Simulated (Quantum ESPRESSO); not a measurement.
Input of a Quantum ESPRESSO 7.5 run:

The input pw.in:

```
&CONTROL
  calculation = 'scf'
  prefix = 'pwscf'
  outdir = './tmp'
  pseudo_dir = './pseudo'
  tprnfor = .true.
  tstress = .true.
  disk_io = 'low'
/
&SYSTEM
  ibrav = 0
  nat = 3
  ntyp = 2
  ecutwfc = 45
  ecutrho = 360
  nbnd = 33
  input_dft = 'pbe'
  occupations = 'smearing'
  smearing = 'gaussian'
  degauss = 0.00734986
  vdw_corr = 'grimme-d3'
  dftd3_version = 3
  nosym = .true.
/
&ELECTRONS
  conv_thr = 6d-10
  electron_maxstep = 120
  mixing_beta = 0.5
/
ATOMIC_SPECIES
Zn    65.3800 zn_lda_v1.uspp.F.UPF
W    183.8400 w_lda_v1.2.uspp.F.UPF
CELL_PARAMETERS angstrom
   3.8382718900    0.0000000000    0.0000000000
  -1.9191359400    3.3240409600    0.0000000000
   0.0000000000    0.0000000000    3.9770079000
ATOMIC_POSITIONS crystal
Zn     0.0000000000    0.0000000000    0.5000000000
W      0.3333333300    0.6666666700    0.5000000000
W      0.6666666700    0.3333333300    0.5000000000
K_POINTS automatic
8 8 7 1 1 1
```

File pp_density.in:

```
&INPUTPP
  prefix = 'pwscf'
  outdir = './tmp'
  filplot = 'density.dat'
  plot_num = 0
/
&PLOT
  nfile = 1
  filepp(1) = 'density.dat'
  iflag = 3
  output_format = 6
  fileout = 'density.cube'
/
```

pp_potential.in

```
&INPUTPP
  prefix = 'pwscf'
  outdir = './tmp'
  filplot = 'potential.dat'
  plot_num = 11
/
&PLOT
  nfile = 1
  filepp(1) = 'potential.dat'
  iflag = 3
  output_format = 6
  fileout = 'potential.cube'
/
```

pp_potential_ks.in

```
&INPUTPP
  prefix = 'pwscf'
  outdir = './tmp'
  filplot = 'potential_ks.dat'
  plot_num = 1
/
&PLOT
  nfile = 1
  filepp(1) = 'potential_ks.dat'
  iflag = 3
  output_format = 6
  fileout = 'potential_ks.cube'
/
```

Potentials or basis: GBRV 1.5 LDA.

Run with:

```bash
$ OMP_NUM_THREADS=1 pw.x -in pw.in > pw.out
$ OMP_NUM_THREADS=1 pp.x -in pp_density.in > pp_density.out
$ OMP_NUM_THREADS=1 pp.x -in pp_potential.in > pp_potential.out
$ OMP_NUM_THREADS=1 pp.x -in pp_potential_ks.in > pp_potential_ks.out
```

Problem. Predict the largest force.

Solution. 0.013 eV/Å.

Problem. What does it give for the pressure?

Solution. 111.2 GPa.

Problem. Estimate the band gap on the k mesh.

Solution. None (metal or under the smearing width).

Stress tensor (GPa, compression positive):
```
176.14   0.06   0.00
  0.06 176.21   0.00
  0.00   0.00 -18.69
```

Caveat: the potentials were made for another functional, which shifts forces and pressure; a pressure of tens of GPa on the cell as given is suspect, and the run, the potentials or the cell itself is likely at fault; pairwise dispersion overbinds metals, which lowers pressure and volume. The run has no spin-orbit coupling, so splittings on W are missing.
